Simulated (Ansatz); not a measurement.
Runs of Ansatz 0.2.0 on RuSe. It takes space group F-43m (No. 216, cubic). The conventional cell has a = 5.813 Å, b = 5.813 Å, c = 5.813 Å, α = 90.00°, β = 90.00°, γ = 90.00°. Ru (site symmetry -43m) has 4 Se at 2.52 Å as nearest neighbours. Se (site symmetry -43m) has 4 Ru at 2.52 Å as nearest neighbours. The cell comes from a database or a generator and needn't be the stable form of this composition.

```tsv
level	spin	U	fixed moment (μB)	cutoff (eV)	hubbard projectors	double counting	gap on the mesh (eV)	pressure (GPa)	moment (μB)
PBE	collinear, random start	-	-	420	-	-	none	-12.7	0.00
PBE	collinear, ferromagnetic start	-	2	420	-	-	-	-6.9	2.00
PBE+U	collinear, ferromagnetic start	Ru d U = 4 eV	4	420	ortho-atomic (the default)	fll (the default)	-	(a)	4.00
r2SCAN+U	collinear, random start	Ru d U = 3 eV	-	500	ortho-atomic (the default)	fll (the default)	none	-0.7	2.00
PBE	collinear, program default start	-	-	420	-	-	none	-12.7	0.00
```

Alike in all rows: task single point; potentials or basis Ansatz PAW; cell as given; k mesh 6 × 6 × 6; smearing gaussian 0.05 eV.

**Question.** Estimate the missing entries.

**Answer.** (a) 13.4.

Caveats: the total moment is fixed, so each spin has its own Fermi level (some runs); the thresholds are loose for stress (some runs); the magnetic or orbital state may not be the lowest (some runs); the starting moments weren't kept (some runs); the PAW data sets come from PBE, with cores solved anew for the run's functional, which leaves a small shift of forces and pressure (some runs).

A k mesh can miss the band edges, and the runs leave out spin-orbit coupling on Ru, Se.

A gap of «none» marks a metal or a gap under the smearing width.
